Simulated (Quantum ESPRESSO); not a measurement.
Crystal: MnO2.

```
CELL_PARAMETERS angstrom
4.39600 0.00000 0.00000
0.00000 4.39600 0.00000
0.00000 0.00000 2.87100
ATOMIC_POSITIONS crystal
Mn 0.00000 0.00000 0.00000
Mn 0.50000 0.50000 0.50000
O 0.30200 0.30200 0.00000
O 0.19800 0.80200 0.50000
O 0.69800 0.69800 0.00000
O 0.80200 0.19800 0.50000
```

Base run:

- Program: Quantum ESPRESSO 7.5
- Functional: PW91
- Potentials or basis: PseudoDojo 0.4.1 SR LDA standard
- Cutoff: 1306 eV
- Density cutoff: 5225 eV
- k mesh: 4 × 4 × 7
- Occupations: gaussian, width 0.05 eV
- Spin: collinear spin, ferromagnetic start
- Starting moments: [3.0, 3.0, 0.0, 0.0, 0.0, 0.0] μB
- Hubbard terms: Mn d U = 4 eV

Its results: band gap on the k mesh none (metal or under the smearing width); pressure 8.9 GPa; net moment 6.03 μB per cell; site moments Mn +2.71; O -0.07 μB; largest force 0.462 eV/Å.

**Question.** The run is repeated on the same cell with these changes: functional from PW91 to revPBE. What comes out?

**Answer.** Band gap on the k mesh none (metal or under the smearing width); pressure 14.1 GPa; net moment 6.03 μB per cell; site moments Mn +2.74; O -0.08 μB; largest force 0.451 eV/Å.

revPBE binds less tightly than PW91, so the same cell stands under more pressure.

Caveats: the potentials were made for another functional, which shifts forces and pressure; only a ferromagnetic start was run, and an antiferromagnetic order may lie lower in energy.
